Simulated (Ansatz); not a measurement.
# KGa4O10: the cost of one run

Method: DFT PBE, scalar-relativistic, plane waves, PAW, in Ansatz 0.2.0.

## (1) The structure to begin with

It takes space group P4/mmm (No. 123, tetragonal). The conventional cell has a = 8.482 Å, b = 8.482 Å, c = 3.514 Å, α = 90.00°, β = 90.00°, γ = 90.00°. K (site symmetry 4/mmm) has 2 K at 3.51 Å as nearest neighbours. Around Ga (site symmetry m2m) lie 5 O at 1.76 Å. O (site symmetry m2m) is surrounded by 2 Ga at 1.76 Å. O (site symmetry mmm) is surrounded by 2 Ga at 1.76 Å.

Structure file:

```xyz
15
Lattice="8.4818 0.0000 0.0000 0.0000 8.4818 0.0000 0.0000 0.0000 3.5144" Properties=species:S:1:pos:R:3 pbc="T T T"
K     0.0000    0.0000    1.7572
Ga    1.7561    4.2409    0.0000
Ga    6.7257    4.2409    0.0000
Ga    4.2409    1.7561    0.0000
Ga    4.2409    6.7257    0.0000
O     1.7561    4.2409    1.7572
O     0.0000    4.2409    0.0000
O     2.9985    2.9985    0.0000
O     2.9985    5.4833    0.0000
O     6.7257    4.2409    1.7572
O     5.4833    2.9985    0.0000
O     5.4833    5.4833    0.0000
O     4.2409    1.7561    1.7572
O     4.2409    0.0000    0.0000
O     4.2409    6.7257    1.7572
```

A structure generator made this guess: 5-connected net, bridging atoms on its edges, guests in its cages (P4/mmm, No. 123). Lengths come from tabulated atomic sizes and are only a guess.

## (2) The guess as it stands, on a coarse mesh

input.yaml reads:

```yaml
crystal:
  lattice:
    - [8.48178838, 0.0, 0.0]
    - [0.0, 8.48178838, 0.0]
    - [0.0, 0.0, 3.51436549]
  atoms:
    - { symbol: K, position: [0.0, 0.0, 0.5] }
    - { symbol: Ga, position: [0.20704183, 0.5, 0.0] }
    - { symbol: Ga, position: [0.79295817, 0.5, 0.0] }
    - { symbol: Ga, position: [0.5, 0.20704183, 0.0] }
    - { symbol: Ga, position: [0.5, 0.79295817, 0.0] }
    - { symbol: O, position: [0.20704183, 0.5, 0.5] }
    - { symbol: O, position: [0.0, 0.5, 0.0] }
    - { symbol: O, position: [0.35352092, 0.35352092, 0.0] }
    - { symbol: O, position: [0.35352092, 0.64647908, 0.0] }
    - { symbol: O, position: [0.79295817, 0.5, 0.5] }
    - { symbol: O, position: [0.64647908, 0.35352092, 0.0] }
    - { symbol: O, position: [0.64647908, 0.64647908, 0.0] }
    - { symbol: O, position: [0.5, 0.20704183, 0.5] }
    - { symbol: O, position: [0.5, 0.0, 0.0] }
    - { symbol: O, position: [0.5, 0.79295817, 0.5] }
basis:
  ecutwfc: 420
kpoints:
  mp_grid: { grid: [2, 2, 6] }
hamiltonian:
  xc: pbe
scf:
  occupations: { method: gaussian, width: 0.1 }
  lower_state_search: "off"
output:
  forces: true
  stress: true
  eigenvalues: true
```

Started as:

```bash
> ansatz run input.yaml --threads 1 --pin off --max-ram 2560MiB --backend cpu --events-out ev --progress --plain --runs-dir out
```

What time and memory should one allow on 1 thread of Arm Neoverse V2, shared host?

About 14 s, with a peak of 0.54 GiB.
